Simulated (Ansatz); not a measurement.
The system is LaBi2ClO4.

```xyz
8
Lattice="3.9889 0.0000 0.0000 0.0000 3.9889 0.0000 0.0000 0.0000 9.3332" Properties=species:S:1:pos:R:3 pbc="T T T"
Bi    1.9944    1.9944    6.7350
Bi    1.9944    1.9944    2.5981
La    0.0000    0.0000    0.0000
Cl    0.0000    0.0000    4.6666
O     1.9944    0.0000    7.8244
O     1.9944    0.0000    1.5088
O     0.0000    1.9944    7.8244
O     0.0000    1.9944    1.5088
```

The cell is a database's computed one.

| Quantity | Value |
| --- | --- |
| Program | Ansatz 0.2.0 |
| Task | relaxation of cell and atoms |
| Functional | PBEsol |
| Potentials or basis | Ansatz PAW |
| Cutoff | 420 eV (not typed: the program's choice for these potentials) |
| k mesh | 7 × 7 × 3 |
| Occupations | fermi-dirac, width 0.05 eV |
| Spin | no spin polarisation |
| Hubbard terms | La f U = 8 eV |

At the start: volume 18.56 Å³/atom.

Task: Where does the relaxation end?

Result: It ends after 8 steps and the volume is 17.59 Å³/atom (-5.3 %); space group P4/mmm (No. 123, to 0.05 Å).

The path:
| step | energy change (eV) | largest force (eV/Å) | volume (Å³) |
| --- | --- | --- | --- |
| 1 | 0.0000 | 0.2832 | 148.50 |
| 2 | -0.0855 | 0.1931 | 140.09 |
| 3 | -0.0962 | 0.1372 | 140.51 |
| 4 | -0.0995 | 0.0210 | 141.12 |
| 5 | -0.0997 | 0.0017 | 141.06 |
| 6 | -0.0865 | 0.0009 | 141.06 |
| 7 | -0.0876 | 0.0029 | 140.69 |
| 8 | -0.0869 | 0.0028 | 140.69 |

Final structure:
```cif
data_structure
_symmetry_space_group_name_H-M 'P 1'
_symmetry_Int_Tables_number 1
_cell_length_a 3.9458
_cell_length_b 3.9458
_cell_length_c 9.0362
_cell_angle_alpha 90.000
_cell_angle_beta 90.000
_cell_angle_gamma 90.000
_cell_volume 140.69
loop_
_atom_site_label
_atom_site_type_symbol
_atom_site_fract_x
_atom_site_fract_y
_atom_site_fract_z
_atom_site_occupancy
Bi1 Bi 0.50000 0.50000 0.71233 1
Bi2 Bi 0.50000 0.50000 0.28767 1
La1 La 0.00000 0.00000 0.00000 1
Cl1 Cl 0.00000 0.00000 0.50000 1
O1 O 0.50000 0.00000 0.83120 1
O2 O 0.50000 0.00000 0.16880 1
O3 O 0.00000 0.50000 0.83120 1
O4 O 0.00000 0.50000 0.16880 1
```

Caveat: the magnetic or orbital state may not be the lowest; the plane-wave basis is chosen anew once the cell has moved, so the energies of steps on either side of that aren't comparable; the pressure holds a Pulay correction of +0.4 GPa for the finite cutoff; the PAW data sets come from PBE, with cores solved anew for the run's functional, which leaves a small shift of forces and pressure.
